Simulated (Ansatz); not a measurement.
# CCl3NOSi: basis-set convergence

One table from this session's results is given with a row withheld; the runs are named, their logs left out.

Computed with Ansatz 0.2.0, Gaussian basis. Level: one geometry, several basis sets.

Levels to be run: PBE0-D4/def2-SVP; ωB97M-V/def2-SVP; PBE0-D4/def2-QZVPP; ωB97M-V/def2-QZVPP; the functionals' def2-TZVPP values are taken from earlier runs.

### The geometry

An earlier PBE0-D4 in a triple-zeta def2 set relaxation fixed the geometry.

SMILES `O=C=N[Si](Cl)(Cl)Cl`, 7 atoms, charge 0, spin multiplicity 1.

Atoms are counted from 1 here; the program's logs count them from 0.

Bond lengths: O1–C2 1.159 Å, C2–N3 1.198 Å, N3–Si4 1.679 Å, Si4–Cl5 2.022 Å, Si4–Cl6 2.024 Å, Si4–Cl7 2.020 Å. Angles: O1–C2–N3 177.8°, C2–N3–Si4 158.6°, N3–Si4–Cl5 109.4°, N3–Si4–Cl6 110.2°, N3–Si4–Cl7 108.8°, Cl5–Si4–Cl6 109.4°, Cl5–Si4–Cl7 109.5°, Cl6–Si4–Cl7 109.6°.

As a file:

```mol
CCl3NOSi
  3D, bonds by distance, orders not assigned

  7  6  0  0  0  0  0  0  0  0999 V2000
    0.5530    2.4502    1.7132 O   0  0
    0.2434    1.5921    0.9990 C   0  0
   -0.1091    0.7335    0.2423 N   0  0
   -0.1421   -0.7629   -0.5181 Si  0  0
   -1.6214   -1.8870    0.2784 Cl  0  0
    1.6299   -1.7102   -0.2730 Cl  0  0
   -0.4926   -0.4838   -2.4876 Cl  0  0
  1  2  8  0
  2  3  8  0
  3  4  8  0
  4  5  8  0
  4  6  8  0
  4  7  8  0
M  END
```

The first run:

in.yaml

```yaml
crystal:
  periodic: [false, false, false]
  atoms:
    - {symbol: O, position_ang: [0.553017, 2.450202, 1.713212]}
    - {symbol: C, position_ang: [0.243420, 1.592095, 0.999029]}
    - {symbol: N, position_ang: [-0.109124, 0.733532, 0.242330]}
    - {symbol: Si, position_ang: [-0.142061, -0.762896, -0.518104]}
    - {symbol: Cl, position_ang: [-1.621421, -1.887000, 0.278420]}
    - {symbol: Cl, position_ang: [1.629929, -1.710156, -0.272991]}
    - {symbol: Cl, position_ang: [-0.492562, -0.483778, -2.487594]}
basis:
  gaussian: {orbitals: def2-SVP}
hamiltonian: {xc: pbe0, dispersion: d4}
output: {orbitals: {seedname: orbitals}}
```

Command:

```sh
> ansatz run in.yaml --threads 4 --pin off --events-out ev --progress --plain --max-ram 10444MiB
```

Among the steps run: PBE0-D4 in def2-SVP; ωB97M-V in def2-SVP; PBE0-D4 in def2-QZVPP; ωB97M-V in def2-QZVPP.

One table of the session follows, with a row left open; its other results are not shown here.

| functional | basis | HOMO (eV) | LUMO (eV) |
| --- | --- | --- | --- |
| PBE0-D4 | def2-SVP | -9.25 | -0.12 |
| PBE0-D4 | def2-TZVPP | -9.34 | -0.36 |
| PBE0-D4 | def2-QZVPP | -9.37 | -0.48 |
| ωB97M-V | def2-SVP | ? | ? |
| ωB97M-V | def2-TZVPP | -11.55 | 1.79 |
| ωB97M-V | def2-QZVPP | -11.59 | 1.45 |

Estimate the missing values for ωB97M-V, def2-SVP.

As computed: HOMO (eV): -11.42; LUMO (eV): 2.14. In the column «HOMO (eV)» it lies between ωB97M-V, def2-TZVPP (-11.55) and PBE0-D4, def2-QZVPP (-9.37).
